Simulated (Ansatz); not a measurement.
# CH₂F₂OSi: a ladder of functionals and wavefunction methods

Aim: compute CH₂F₂OSi with functionals from several rungs and with coupled cluster. The yardstick is the atomisation energy at the CCSD(T) limit.

Program: Ansatz 0.2.0, Gaussian basis. Level of theory: functionals in def2-TZVPP, the program's frozen cores in correlated methods. These are calculated values, not measurements.

Plan: LDA (SPW92), PBE-D4, revPBE-D4, BLYP-D4, r2SCAN-D4, B97M-V, PBE0-D4, B3LYP-D4, r2SCANh-D4, r2SCAN0-D4, HSE06-D4, BHLYP-D4, CAM-B3LYP-D4, LC-ωPBE, ωB97X-V, ωB97M-V, B2PLYP, PBE-QIDH; CCSD(T)/def2-SVP; CCSD(T)/def2-TZVPP; MP2/def2-QZVPP; extrapolation to the limit; RPA on PBE.

### Step 1. The relaxed structure

An earlier PBE0-D4 in a triple-zeta def2 set relaxation fixed the geometry.

7 atoms, charge 0, spin multiplicity 1.

Atoms are counted from 1 here; the program's logs count them from 0.

Bond lengths: F1–Si2 1.571 Å, Si2–F3 1.571 Å, Si2–C4 1.775 Å, Si2–O5 1.614 Å, C4–O5 1.536 Å, C4–H6 1.087 Å, C4–H7 1.087 Å. Angles: F1–Si2–F3 105.9°, F1–Si2–C4 125.0°, F1–Si2–O5 119.3°, F3–Si2–C4 125.0°, F3–Si2–O5 119.3°, C4–Si2–O5 53.7°, Si2–C4–O5 57.8°, Si2–C4–H6 122.7°, Si2–C4–H7 122.7°, O5–C4–H6 111.4°, O5–C4–H7 111.4°, H6–C4–H7 113.5°, Si2–O5–C4 68.5°.

### Step 2. LDA

This LDA is Slater exchange with PW92 correlation.

in.yaml reads:

```yaml
crystal:
  periodic: [false, false, false]
  atoms:
    - {symbol: F, position_ang: [0.724113, -1.240907, 1.605406]}
    - {symbol: Si, position_ang: [0.126651, -0.777322, 0.227888]}
    - {symbol: F, position_ang: [-0.553653, -2.048626, -0.396931]}
    - {symbol: C, position_ang: [-0.267961, 0.899958, -0.196891]}
    - {symbol: O, position_ang: [0.995020, 0.198920, -0.720056]}
    - {symbol: H, position_ang: [-0.018707, 1.742526, 0.442694]}
    - {symbol: H, position_ang: [-0.944264, 1.157450, -1.007710]}
basis:
  gaussian: {orbitals: def2-TZVPP}
hamiltonian: {xc: lda}
output: {orbitals: {seedname: orbitals}}
```

On the command line:

```sh
> ansatz run in.yaml --threads 2 --pin off --events-out ev --progress --plain --max-ram 4352MiB
```

The runs that follow: PBE-D4 (GGA); revPBE-D4 (GGA); BLYP-D4 (GGA); r2SCAN-D4 (meta-GGA); B97M-V (meta-GGA); PBE0-D4 (hybrid); B3LYP-D4 (hybrid); r2SCANh-D4 (hybrid); r2SCAN0-D4 (hybrid); HSE06-D4 (hybrid); BHLYP-D4 (hybrid); CAM-B3LYP-D4 (range-separated); LC-ωPBE (range-separated); ωB97X-V (range-separated); ωB97M-V (range-separated); B2PLYP (double hybrid); PBE-QIDH (double hybrid); CCSD(T) in def2-SVP; CCSD(T) in def2-TZVPP; MP2 in def2-QZVPP; RPA on PBE orbitals.

Before running them: what should the planned runs give, taken together? Wanted: atomisation energy, CCSD(T)/CBS; farthest beyond LDA; mean size of error, GGA; mean size of error, meta-GGA; mean size of error, hybrid; mean size of error, range-separated; mean size of error, double hybrid; gap, smallest and largest; T1 diagnostic.

**Answer**, as computed:

| quantity | value |
| --- | --- |
| atomisation energy, CCSD(T)/CBS | 2966.5 kJ/mol |
| functionals within 14.8 kJ/mol (0.5 %) | r2SCAN-D4, B97M-V, CAM-B3LYP-D4, LC-ωPBE, ωB97X-V, ωB97M-V |
| farthest beyond LDA | BHLYP-D4 (-166.4 kJ/mol) |
| mean size of error, GGA | 38.4 kJ/mol |
| mean size of error, meta-GGA | 3.1 kJ/mol |
| mean size of error, hybrid | 65.6 kJ/mol |
| mean size of error, range-separated | 8.3 kJ/mol |
| mean size of error, double hybrid | 44.2 kJ/mol |
| gap, smallest and largest | 5.77 eV (LDA (SPW92)), 13.53 eV (LC-ωPBE) |
| T1 diagnostic | 0.0126 |
| triples share of the correlation energy | 3.4 % |

The LDA atomisation energy is off by 475.9 kJ/mol (16 %): it overbinds. PBE-D4 misses by +56.0 kJ/mol. Double hybrids carry the basis error of their MP2 part in triple zeta, and no dispersion term here, so their miss is partly the set-up's. The rungs meta-GGA, range-separated miss on average by less than the doubt on the reference (14.8 kJ/mol), so they tie; hybrid functionals have the largest mean beyond LDA (65.6 kJ/mol), BHLYP with half exact exchange included. The reference freezes the cores and leaves out relativity and excitations past (T), so misses under about 14.8 kJ/mol can't be ranked. Hartree-Fock recovers 70 % of the binding; the rest is correlation. CCSD(T) in def2-SVP is off by -268.9 kJ/mol, more than most functionals: a good method in a small basis is no reference. The gap grows from 5.8 to 13.5 eV across the functionals, mostly with the share of exact exchange.
